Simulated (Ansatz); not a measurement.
# CH4BrOSi: the cost of one run

Computed with Ansatz 0.2.0. Level: UHF/def2-SVP.

### 1 The starting structure

SMILES `BrC1O[SiH2]1`, 7 atoms, charge 0, spin multiplicity 1.

Atoms are counted from 1 here; the program's logs count them from 0.

Bond lengths: Br1–C2 1.969 Å, C2–O3 1.419 Å, C2–Si4 1.839 Å, C2–H5 1.106 Å, O3–Si4 1.737 Å, Si4–H6 1.492 Å, Si4–H7 1.494 Å. Angles: Br1–C2–O3 115.3°, Br1–C2–Si4 120.3°, Br1–C2–H5 107.5°, O3–C2–Si4 62.9°, O3–C2–H5 115.5°, Si4–C2–H5 127.5°, C2–O3–Si4 70.5°, C2–Si4–O3 46.6°, C2–Si4–H6 119.7°, C2–Si4–H7 123.3°, O3–Si4–H6 116.1°, O3–Si4–H7 114.5°, H6–Si4–H7 115.9°.

Coordinates:

```
Br   -0.9679   -1.7546    1.4161
C     0.3588   -0.6727    0.4431
O     0.2752   -0.7378   -0.9718
Si   -0.1561    0.8578   -0.4369
H     1.3522   -0.8995    0.8731
H    -1.6029    1.2105   -0.5210
H     0.8020    1.9284   -0.8482
```

This geometry comes from a loose relaxation at PBE in a small basis, which is not shown.

### 4 Plan of the scan

The probe is moved over the molecule's main plane (x and y are the axes of that plane, centred on the molecule).

The axes are (1) x of the probe's H atom: 21 values from −5.40 Å; (2) y of the probe's H atom: 17 values from −4.32 Å.

Nothing else is relaxed (molecule and probe rigid). Energies count from molecule and probe far apart, each relaxed in its own basis (no counterpoise correction). Points are written as (first, second).

The probe H moves over a plane: the molecule's main plane. The molecule is turned into the frame of its main axes, as the inputs below show.

(The set-up runs are not shown.)

### 5 Point (−4.86 Å, −1.62 Å)

The input, input.yaml:

```yaml
crystal:
  periodic: [false, false, false]
  atoms:
    - { symbol: Br, position_ang: [-1.904691, -0.180893, 0.221941] }
    - { symbol: C, position_ang: [-0.152385, 0.05307, -0.567041] }
    - { symbol: O, position_ang: [0.727795, 0.841857, 0.20352] }
    - { symbol: Si, position_ang: [1.329282, -0.714035, 0.141579] }
    - { symbol: H, position_ang: [-0.284313, 0.401606, -1.583622] }
    - { symbol: H, position_ang: [1.248177, -1.52698, 1.356059] }
    - { symbol: H, position_ang: [2.555587, -0.918843, -0.635737] }
    - { symbol: H, position_ang: [-4.86, -1.62, 0.0] }
magnetization:
  spin_polarized: true
  initial_magnetization: 1
basis:
  gaussian: { orbitals: def2-SVP }
hamiltonian:
  xc: hf
output:
  forces: true
```

Run with:

```sh
$ ansatz run input.yaml --threads 1 --pin off --max-ram 2560MiB --backend cpu --events-out ev --progress --plain --runs-dir out
```

**Question.** How long does this run take on 1 thread of Arm Neoverse V2, shared host, and how much memory does it need?

About 3.1 s, with a peak of 0.24 GiB.
